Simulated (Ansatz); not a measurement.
La3InB under changes of volume

One of the cells (30.266 Å³/atom); the others are scaled copies at fixed shape and fractional positions:

```xyz
5
Lattice="5.3289 0.0000 0.0000 0.0000 5.3289 0.0000 0.0000 0.0000 5.3289" Properties=species:S:1:pos:R:3 pbc="T T T"
La    0.0000    2.6645    2.6645
La    2.6645    2.6645    0.0000
La    2.6645    0.0000    2.6645
In    0.0000    0.0000    0.0000
B     2.6645    2.6645    2.6645
```

The cell comes from a database or a generator and needn't be the stable form of this composition.

- Program: Ansatz 0.2.0
- Functional: PBE
- Potentials or basis: Ansatz PAW
- Cutoff: 420 eV (not typed: the program's choice for these potentials)
- k mesh: 5 × 5 × 5
- Occupations: fermi-dirac, width 0.05 eV
- Spin: no spin polarisation

```tsv
volume (Å³/atom)	energy over the lowest point (meV/atom)	pressure (GPa)
28.450	?	?
29.055	9.93	2.4
29.661	3.01	1.3
30.266	0.00	0.3
30.871	0.55	-0.6
31.477	4.35	-1.4
32.082	11.14	-2.2
```

**Question.** What does the run at 28.450 Å³/atom give?

**Answer.** Energy over the lowest point 21.10 meV/atom; pressure 3.6 GPa.

Worked out: A Birch-Murnaghan fit of order 3 (a polynomial in V^(-2/3)) to the other rows has its minimum at 30.47 Å³/atom with B0 = V·E''(V) = 46 GPa and B' = 3.5. It gives 21.09 meV/atom at 28.450 Å³/atom, against the run's 21.10, and -dE/dV = 3.6 GPa, against 3.6.

Energies are extrapolated to zero smearing.
